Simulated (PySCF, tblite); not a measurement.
**C₄H₁₆BNSi: geometry, infrared bands and NMR shifts**

Aim: predict the infrared bands and NMR shifts of C₄H₁₆BNSi (`[BH3-][N+](C)(C)[SiH](C)C`).

Programs: tblite 0.8.0 and PySCF 2.14.0, with density-fitted response routines of our own. Each step states its level of theory. These are calculated values for one molecule in the gas phase, unless marked as measured. Atoms are numbered from 0 throughout.

## Step 1: The molecule as given

23 atoms, charge 0, multiplicity 1; geometry from: force field or distance geometry start.

Bonds of the start (Å): B0–N1 1.55, N1–C2 1.47, N1–C3 1.48, N1–Si4 1.82, Si4–C5 1.87, Si4–C6 1.87, B0–H7 1.20, B0–H8 1.19, B0–H9 1.19, C2–H10 1.13, C2–H11 1.11, C2–H12 1.11, C3–H13 1.11, C3–H14 1.12, C3–H15 1.12, Si4–H16 1.48, C5–H17 1.10, C5–H18 1.11, C5–H19 1.12, C6–H20 1.10, C6–H21 1.11, C6–H22 1.12.

## Step 2: Relaxing the molecule with GFN2-xTB

The job: settings as JSON, then the geometry in Å.

```
{"job": {"kind": "relax", "xc": "GFN2-xTB", "basis": "xTB"}, "charge": 0, "multiplicity": 1}
B     -1.117300     1.675400    -0.452800
N     -0.797600     0.207000    -0.088600
C     -1.648700    -0.710600    -0.856000
C     -1.025300    -0.006100     1.355900
Si     0.950200    -0.127700    -0.482800
C      2.115100     0.941100     0.507700
C      1.404900    -1.916700    -0.208800
H     -2.273700     1.913900    -0.246500
H     -0.897700     1.881700    -1.605800
H     -0.489000     2.439200     0.209500
H     -2.738600    -0.505000    -0.666500
H     -1.483900    -0.600100    -1.952000
H     -1.478900    -1.768000    -0.576400
H     -2.086300     0.169300     1.627500
H     -0.403400     0.676000     1.986800
H     -0.788700    -1.058700     1.669100
H      1.171900     0.174400    -1.910700
H      1.906700     2.008400     0.325400
H      3.163000     0.724700     0.211100
H      2.009400     0.719900     1.596400
H      2.473100    -2.060200    -0.443600
H      0.791900    -2.570300    -0.858600
H      1.238300    -2.180500     0.869600
```

On the command line:

```console
> OMP_NUM_THREADS=1 python probes_run.py task.json out
```

The driver reads the jobs from task.json and runs them one after another.

**Question.** This job is followed by: GFN2-xTB harmonic vibrations, gas phase; GIAO PBE0/pcSseg-1 NMR shielding, non-relativistic, gas phase. What will the session give for the following? strongest single infrared mode (GFN2-xTB); zero-point energy (GFN2-xTB); ¹³C shifts against TMS (PBE0/pcSseg-1, means over atoms taken as alike); ¹H shifts against TMS (PBE0/pcSseg-1, means over atoms taken as alike); ¹¹B shifts against BF3·OEt2 (PBE0/pcSseg-1); ¹⁵N shifts against NH3 (PBE0/pcSseg-1); ²⁹Si shifts against TMS (PBE0/pcSseg-1).

As calculated:

```
                                                               quantity                       value
                              strongest single infrared mode (GFN2-xTB)       2414 cm⁻¹, 341 km/mol
                                           zero-point energy (GFN2-xTB)              122.9 kcal/mol
¹³C shifts against TMS (PBE0/pcSseg-1, means over atoms taken as alike)              46.8, -3.9 ppm
 ¹H shifts against TMS (PBE0/pcSseg-1, means over atoms taken as alike)  4.77, 2.38, 1.95, 0.30 ppm
                            ¹¹B shifts against BF3·OEt2 (PBE0/pcSseg-1)                   -16.7 ppm
                                 ¹⁵N shifts against NH3 (PBE0/pcSseg-1)                    34.0 ppm
                                ²⁹Si shifts against TMS (PBE0/pcSseg-1)                    16.5 ppm
```

In words: The optimisation took 74 steps and gained 0.372 eV; among the close pairs (by a distance rule), B0–N1 changed most, from 1.546 to 1.657 Å. No mode is imaginary among the 63: a minimum at this level. The strongest single mode, at 2414 cm⁻¹, moves mainly H7. GFN2-xTB is a fitted tight-binding method: band positions and strengths are rough. Its intensities can rank the bands wrongly. C2, C3 (mean) (methyl carbon bonded to N) lies farthest downfield among carbon, at 46.8 ppm; pulled downfield by the heteroatom. At PBE0/pcSseg-1: The widest tensor belongs to Si4: span 81 ppm, with a paramagnetic part of -550 ppm.
